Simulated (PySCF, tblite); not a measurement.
# C5H14GeN2: geometry, infrared bands and NMR shifts

Wanted: the infrared bands and NMR shifts of C5H14GeN2 (`C/C=N\[N]([GeH3])CCC`), by calculation.

The runs use tblite 0.8.0 and PySCF 2.14.0, with density-fitted response routines of our own; the level of theory stands in each step. All values are computed, except where a source is named. Atoms count from 0, in the outputs and in this text.

## (1) The molecule as given

22 atoms, charge 0, multiplicity 1; geometry from: force field or distance geometry start.

Bonds of the start (Å): C0–C1 1.49, C1–N2 1.27, N2–N3 1.41, N3–Ge4 1.84, N3–C5 1.46, C5–C6 1.50, C6–C7 1.53, C0–H8 1.11, C0–H9 1.13, C0–H10 1.11, C1–H11 1.08, Ge4–H12 1.57, Ge4–H13 1.55, Ge4–H14 1.54, C5–H15 1.10, C5–H16 1.11, C6–H17 1.11, C6–H18 1.09, C7–H19 1.10, C7–H20 1.11, C7–H21 1.12.

## (2) Geometry optimisation with GFN2-xTB

The job: settings as JSON, then the geometry in Å.

```
{"job": {"kind": "relax", "xc": "GFN2-xTB", "basis": "xTB"}, "charge": 0, "multiplicity": 1}
C      2.654900    -0.593900     0.703700
C      2.438100    -1.042100    -0.695400
N      1.406800    -0.785600    -1.388500
N      0.412300    -0.001500    -0.771500
Ge     0.739600     1.740200    -0.286600
C     -0.892000    -0.575400    -0.470900
C     -1.827900     0.390300     0.204600
C     -3.114100    -0.403400     0.426700
H      3.139100     0.398100     0.785200
H      1.703500    -0.630900     1.304500
H      3.348200    -1.314500     1.178000
H      3.212000    -1.642600    -1.143400
H      1.955900     2.226400    -1.143200
H     -0.461700     2.613900    -0.735700
H      1.110100     1.954700     1.191900
H     -1.361300    -0.852400    -1.432000
H     -0.837700    -1.508700     0.122300
H     -1.423000     0.689000     1.193000
H     -2.079200     1.243500    -0.431200
H     -2.882900    -1.108900     1.240800
H     -3.982600     0.255800     0.637900
H     -3.268400    -1.032700    -0.491100
```

Command:

```
$ OMP_NUM_THREADS=1 python probes_run.py task.json out
```

The driver reads the jobs from task.json and runs them one after another.

**Question.** This job is followed by: GFN2-xTB harmonic vibrations, gas phase; GIAO PBE0/pcSseg-1 NMR shielding, non-relativistic, gas phase. Predict these results of the whole session: strongest single infrared mode (GFN2-xTB); zero-point energy (GFN2-xTB); 13C shifts against TMS (PBE0/pcSseg-1); 1H shifts against TMS (PBE0/pcSseg-1, means over atoms taken as alike); 15N shifts against NH3 (PBE0/pcSseg-1); 73Ge shifts against GeMe4 (PBE0/pcSseg-1); surface potential, 1st and 99th percentile.

As calculated:

| quantity | value |
| --- | --- |
| strongest single infrared mode (GFN2-xTB) | 2040 cm⁻¹, 454 km/mol |
| zero-point energy (GFN2-xTB) | 112.0 kcal/mol |
| 13C shifts against TMS (PBE0/pcSseg-1) | 127.4, 70.3, 28.0, 17.2, 12.8 ppm |
| 1H shifts against TMS (PBE0/pcSseg-1, means over atoms taken as alike) | 6.25, 4.88, 3.44, 1.97, 1.49, 0.90 ppm |
| 15N shifts against NH3 (PBE0/pcSseg-1) | 396.9, 129.4 ppm |
| 73Ge shifts against GeMe4 (PBE0/pcSseg-1) | -146 ppm |
| surface potential, 1st and 99th percentile | -1.49 V and 0.90 V |

**Reading.** The optimisation took 188 steps and gained 0.958 eV; among the close pairs (by a distance rule), N2–N3 changed most, from 1.409 to 1.341 Å. All 60 modes are real, so the xTB geometry is a minimum. The strongest single mode, at 2040 cm⁻¹, moves mainly H13 and H12. Unscaled tight-binding wavenumbers are off by several per cent, some by more. Its intensities can rank the bands wrongly. At PBE0/pcSseg-1: Shielding is most anisotropic at N2 (span 573 ppm, paramagnetic term -457 ppm). Spin-orbit coupling is left out, which matters for shieldings and couplings at and beside the heavy atoms.
